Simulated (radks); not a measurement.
**Hf in [Kr] 4d10 4f14 5s2 5p5.75 5d2 6s2 6d0.25: an all-electron calculation**

An exercise on one series of results from a longer session: the logs are not shown, and one member is left open.

Method: Dirac Kohn-Sham, PBE, spin-unpolarised, spherical densities, finite nucleus; open shells are shared between the two j in proportion to 2j + 1. Code: radks (a radial shooting solver on a logarithmic mesh, Libxc functionals) version 1.

## What is computed

| Quantity | Value |
| --- | --- |
| element | hafnium (Z = 72) |
| charge | 0 |
| electrons | 72 |
| configuration | [Kr] 4d10 4f14 5s2 5p5.75 5d2 6s2 6d0.25 |
| nuclear rms radius | 5.347 fm |

The first run:

Settings of this run:

```text
Z 72
configuration [Kr] 4d10 4f14 5s2 5p5.75 5d2 6s2 6d0.25 6p0 7s0 5f0 7d0
relativity Dirac
functional pbe,pbe
spin unpolarised
j_filling average
nucleus finite rms 5.347 fm
c 137.035999084
```

Steps of the session up to this table: Self-consistent calculation.

One of the session's tables, all rows but one given; the rest of the session is left out.

It belongs to the step «Orbitals and density». Radial density 4πr²ρ:

```
r (bohr)  4πr²ρ (e/bohr)
 0.00100           6.979
 0.00173           15.89
 0.00298           33.49
 0.00517           62.49
 0.00891           92.82
  0.0155               ?
  0.0267           89.82
  0.0463           121.6
  0.0798           115.0
   0.137           112.5
   0.239           79.25
   0.411           69.83
   0.714           33.27
    1.23           12.02
    2.14           2.655
    3.68          0.8350
    6.35         0.06361
    22.8         0.01528
```

Estimate the missing values for r (bohr) = 0.0155.

Worked estimate for «4πr²ρ (e/bohr)». A straight line through the neighbours (0.00891, 92.82) and (0.0267, 89.82) gives 92.82 + (89.82 − 92.82) × (0.0155 − 0.00891) / (0.0267 − 0.00891) = 91.71; a parabola fitted to 4 rows on both sides gives 83.24.

As computed: 4πr²ρ (e/bohr): 99.73. In «4πr²ρ (e/bohr)» the line misses by -8.02 and the parabola by -16.49. Between these rows the values bend or scatter more than so simple an estimate can follow.
